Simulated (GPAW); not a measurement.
Crystal: KTaO3.

```xyz
5
Lattice="3.9883 0.0000 0.0000 0.0000 3.9883 0.0000 0.0000 0.0000 3.9883" Properties=species:S:1:pos:R:3 pbc="T T T"
Ta    0.0000    0.0000    0.0000
K     1.9942    1.9942    1.9942
O     0.0000    0.0000    1.9942
O     0.0000    1.9942    0.0000
O     1.9942    0.0000    0.0000
```

Base run:

| Quantity | Value |
| --- | --- |
| Program | GPAW 26.7.0 |
| Functional | PBEsol |
| Potentials or basis | PAW data sets generated in the run's folder for this functional |
| Cutoff | 800 eV |
| Basis | pw |
| k mesh | 7 × 7 × 7 |
| Occupations | fermi-dirac, width 0.05 eV |
| Spin | no spin polarisation |
| Hubbard terms | Ta d U = 3 eV |

Its results: band gap on the k mesh 2.69 eV, indirect (least direct gap 3.32 eV); pressure 2.4 GPa.

Question: The run is repeated on the same cell with these changes: hubbard terms from Ta d U = 3 eV to Ta d U = 2 eV. What comes out?

Answer: Band gap on the k mesh 2.49 eV, indirect (least direct gap 3.10 eV); pressure 1.5 GPa.

Caveats: spin-orbit coupling is left out, which moves the levels of the heavy elements.

A k mesh can miss the band edges.
